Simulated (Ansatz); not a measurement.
**C₂H₅ClSi₂: up Jacob's ladder to CCSD(T)**

An exercise on one series of results from a longer session: the logs are not shown, and one member is left open.

Method: functionals in def2-TZVPP, the program's frozen cores in correlated methods; program: Ansatz 0.2.0, Gaussian basis.

Plan: PBE-D4, r2SCAN-D4, PBE0-D4, B3LYP-D4, ωB97X-V, ωB97M-V, B2PLYP; CCSD(T)/def2-TZVPP; MP2/def2-QZVPP; extrapolation to the limit.

**The relaxed structure**

The geometry comes from an earlier relaxation with PBE0-D4 in a triple-zeta def2 set; it is a stationary point, not always the lowest conformer.

SMILES `[SiH3][Si]1(Cl)C=C1`, 10 atoms, charge 0, spin multiplicity 1.

Atoms are counted from 1 here; the program's logs count them from 0.

Bond lengths: Si1–Si2 2.323 Å, Si1–H6 1.486 Å, Si1–H7 1.486 Å, Si1–H8 1.486 Å, Si2–Cl3 2.065 Å, Si2–C4 1.799 Å, Si2–C5 1.799 Å, C4–C5 1.336 Å, C4–H9 1.083 Å, C5–H10 1.083 Å. Angles: Si2–Si1–H6 108.7°, Si2–Si1–H7 109.7°, Si2–Si1–H8 109.8°, H6–Si1–H7 109.8°, H6–Si1–H8 109.8°, H7–Si1–H8 109.1°, Si1–Si2–Cl3 108.8°, Si1–Si2–C4 125.4°, Si1–Si2–C5 125.4°, Cl3–Si2–C4 120.0°, Cl3–Si2–C5 120.0°, C4–Si2–C5 43.6°, Si2–C4–C5 68.2°, Si2–C4–H9 156.2°, C5–C4–H9 135.6°, Si2–C5–C4 68.2°, Si2–C5–H10 156.1°, C4–C5–H10 135.6°.

Geometry (Å):

```mol
C2H5ClSi2
  3D, bonds by distance, orders not assigned

 10 10  0  0  0  0  0  0  0  0999 V2000
   -1.3119   -1.1392   -0.7145 Si  0  0
    0.5814   -0.2120    0.2612 Si  0  0
    1.8780   -1.7351    0.7736 Cl  0  0
    0.6395    1.3551    1.1432 C   0  0
    1.2156    1.4410   -0.0587 C   0  0
   -2.2540   -0.0437   -1.0607 H   0  0
   -0.9301   -1.8807   -1.9443 H   0  0
   -1.9598   -2.0772    0.2384 H   0  0
    0.4905    2.0276    1.9794 H   0  0
    1.7340    2.2129   -0.6148 H   0  0
  1  2  8  0
  2  3  8  0
  2  4  8  0
  4  5  8  0
  1  6  8  0
  1  7  8  0
  1  8  8  0
  4  9  8  0
  5 10  8  0
  2  5  8  0
M  END
```

Set-up of the first run:

The input, in.yaml:

```yaml
crystal:
  periodic: [false, false, false]
  atoms:
    - {symbol: Si, position_ang: [-1.311891, -1.139215, -0.714477]}
    - {symbol: Si, position_ang: [0.581412, -0.212017, 0.261230]}
    - {symbol: Cl, position_ang: [1.878034, -1.735078, 0.773583]}
    - {symbol: C, position_ang: [0.639471, 1.355114, 1.143239]}
    - {symbol: C, position_ang: [1.215644, 1.441006, -0.058710]}
    - {symbol: H, position_ang: [-2.254041, -0.043661, -1.060699]}
    - {symbol: H, position_ang: [-0.930094, -1.880666, -1.944284]}
    - {symbol: H, position_ang: [-1.959824, -2.077242, 0.238445]}
    - {symbol: H, position_ang: [0.490527, 2.027640, 1.979444]}
    - {symbol: H, position_ang: [1.733961, 2.212919, -0.614771]}
basis:
  gaussian: {orbitals: def2-TZVPP}
hamiltonian: {xc: pbe, dispersion: d4}
output: {forces: true, orbitals: {seedname: orbitals}}
```

Started as:

```console
> ansatz run in.yaml --threads 4 --pin off --events-out ev --progress --plain --max-ram 10444MiB
```

Among the steps run: PBE-D4 (GGA); r2SCAN-D4 (meta-GGA); PBE0-D4 (hybrid); B3LYP-D4 (hybrid); ωB97X-V (range-separated); ωB97M-V (range-separated); B2PLYP (double hybrid); CCSD(T) in def2-TZVPP; MP2 in def2-QZVPP.

One of the session's tables, all rows but one given; the rest of the session is left out.

```
            method  atomisation energy (kJ/mol)
            PBE-D4                       3595.8
         r2SCAN-D4                       3559.4
           PBE0-D4                       3552.7
          B3LYP-D4                       3521.6
           ωB97X-V                       3559.9
           ωB97M-V                       3548.8
            B2PLYP                       3483.4
     HF/def2-TZVPP                       2611.8
    MP2/def2-TZVPP                       3490.5
   CCSD/def2-TZVPP                            ?
CCSD(T)/def2-TZVPP                       3432.9
           MP2/CBS                       3592.2
       CCSD(T)/CBS                       3534.6
```

**Question.** Estimate the row for CCSD/def2-TZVPP.

**Answer.** atomisation energy (kJ/mol): 3373.0. In the column «atomisation energy (kJ/mol)» it lies between HF/def2-TZVPP (2611.8) and CCSD(T)/def2-TZVPP (3432.9).

To keep in mind: Free atoms (2 Si, 1 Cl, 2 C, 5 H) were run apart at each level; the atomisation energy is their sum less the molecule, without zero-point or spin-orbit terms.
